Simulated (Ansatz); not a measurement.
AlCd in Ansatz: convergence with ecutfock ratio

Input of the first run (ecutfock ratio 1); the others differ in this setting and in those tied to it:

File input.yaml:

```yaml
crystal:
  lattice:
    - [1.89469418, 1.09390219, 3.14438195]
    - [-1.89469418, 1.09390219, 3.14438195]
    - [0.0, -2.18780439, 3.14438195]
  atoms:
    - { symbol: Al, position: [0.5, 0.5, 0.5] }
    - { symbol: Cd, position: [0.0, 0.0, 0.0] }
hamiltonian:
  xc: pbe0
  pseudopotentials: { kind: paw }
kpoints:
  mp_grid: { grid: [5, 5, 5] }
scf:
  occupations: { method: gaussian, width: 0.05 }
  exx: { ecutfock_ratio: 1 }
output:
  forces: true
  stress: true
  eigenvalues: true
```

Potentials or basis: Ansatz PAW.

Run with:

```console
$ ansatz run input.yaml --threads 2 --pin off --max-ram 5632MiB --backend cpu --events-out ev --progress --plain --runs-dir out
```

The cell was built by a generator and needn't be a form met in nature.

Hardware: 2 threads of Arm Neoverse V2 (shared host).

```tsv
ecutfock ratio	energy less the tightest run, at zero smearing (meV/atom)	SCF cycles	CPU time (s)	peak memory (GiB)
1	45.91	21	15	0.66
2	0.04	22	18	0.73
3	0.00	22	20	0.8
4	0.00	22	21	0.8
```

Against the tightest run, the energy stays within 1 meV/atom from 2 on. The tightest run that finished is the yardstick and may itself not be fully converged.

Caveat, for the tightest run too: the k mesh is coarse (spacing up to 0.41 Å⁻¹), so the values aren't converged, least of all with exact exchange.
